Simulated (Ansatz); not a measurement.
# AlAs+ (doublet): from Hartree-Fock to the top rungs at distance Al1–As2 = 8.526 Å, cc-pVDZ

Aim: climb from Hartree-Fock through coupled cluster and multireference methods for AlAs+ (doublet) at one geometry and basis, and see what each rung misses.

Program: Ansatz 0.2.0, Gaussian basis. Level of theory: cc-pVDZ, core rule «outside noble gas», up to 19 orbitals frozen. These are calculated values, not measurements.

The runs, in order: UHF; CCSD(T) on ROHF; CCSD(T) on UHF; BCCD(T) on ROHF; CISD; CCSDT(Q) on ROHF; CCSDT(Q) on UHF; CASSCF and MRCISD+Q, 3 electrons in 3 orbitals; CASSCF and NEVPT2, 3 electrons in 3 orbitals; CASSCF and MRCISD+Q, 7 electrons in 8 orbitals; CASSCF and NEVPT2, 7 electrons in 8 orbitals; Full CI.

28 further runs of the same task are left out: 8 for a known fault of the program, 13 that didn't finish, 7 set aside as unsound or not needed.

### 1 The geometry

The geometry derives from a PBE0/def2-TZVP stationary point (not a proven minimum). One bond is set to the value named and the two fragments are kept rigid. No spin-orbit coupling is included. The filled d shell of As may be among the frozen orbitals whatever the setting's name suggests; the logs give the count.

2 atoms, charge 1, spin multiplicity 2.

Atoms are counted from 1 here; the program's logs count them from 0.

No contacts short enough for the rule that draws bonds.

### 2 UHF

Input file in.yaml:

```yaml
crystal:
  periodic: [false, false, false]
  atoms:
    - {symbol: Al, position_ang: [0.000000, 0.000000, 0.000000]}
    - {symbol: As, position_ang: [0.000000, 0.000000, 8.526000]}
basis:
  gaussian: {orbitals: cc-pVDZ}
total_charge: 1
magnetization: {spin_polarized: true, initial_magnetization: 1}
hamiltonian: {xc: hf}
output: {orbitals: {seedname: orbitals}}
```

Command:

```console
$ ansatz run in.yaml --threads 1 --pin off --events-out ev --progress --plain --max-ram 2393MiB
```

The runs that follow: CCSD(T) on ROHF; CCSD(T) on UHF; BCCD(T) on ROHF; CISD; CCSDT(Q) on ROHF; CCSDT(Q) on UHF; CASSCF and MRCISD+Q, 3 electrons in 3 orbitals; CASSCF and NEVPT2, 3 electrons in 3 orbitals; CASSCF and MRCISD+Q, 7 electrons in 8 orbitals; CASSCF and NEVPT2, 7 electrons in 8 orbitals; Full CI.

Before running them: what should the planned runs give, taken together? Wanted: FCI below the RHF energy; RMP2 from FCI; UMP2 from FCI; RCCSD from FCI; RCCSD(T) from FCI; UCCSD(T) from FCI; RCCSDT(Q) from FCI; UCCSDT(Q) from FCI; NEVPT2 pair from FCI.

The runs gave:

| quantity | value |
| --- | --- |
| FCI below the RHF energy | -3.6880 eV |
| RMP2 from FCI | +30.05 kcal/mol |
| UMP2 from FCI | +5.18 kcal/mol |
| RCCSD from FCI | +5.83 kcal/mol |
| RCCSD(T) from FCI | +2.84 kcal/mol |
| UCCSD(T) from FCI | -28.52 kcal/mol |
| RCCSDT(Q) from FCI | +0.03 kcal/mol |
| UCCSDT(Q) from FCI | -0.13 kcal/mol |
| NEVPT2 pair from FCI | +16.40 kcal/mol |
| MRCISD+Q pair from FCI | -1.72 kcal/mol |
| NEVPT2 valence from FCI | +11.54 kcal/mol |
| levels within 1 kcal/mol (43 meV) | RCCSDT, UCCSDT, RCCSDT(Q), UCCSDT(Q), MRCISD+Q valence |
| T1 diagnostic | 0.014 |
| effectively unpaired electrons | 3.05 |

What this shows: RCCSD(T) misses by +2.84 kcal/mol, 3.3 % of the correlation energy. CCSD(T) misses by +2.84 kcal/mol on the restricted determinant and by -28.52 kcal/mol on the unrestricted one; the two need not hold the same state or core. UCCSD, UCCSD(T), UCCSDT(Q), MRCISD+Q pair, MRCISD+Q valence fall below full CI: unrestricted runs freeze a spin-polarised core, another one than full CI's, and coupled cluster isn't variational. The occupations show strong static correlation (3.1 unpaired electrons where one determinant has 1). Coupled cluster on one determinant still stays close here. Of the multireference levels listed MRCISD+Q valence comes nearest in total energy (-0.99 kcal/mol), which doesn't show that its space is the better one. These misses are within one basis, not against nature; the frozen cores of restricted and unrestricted runs differ, which can shift their rows.
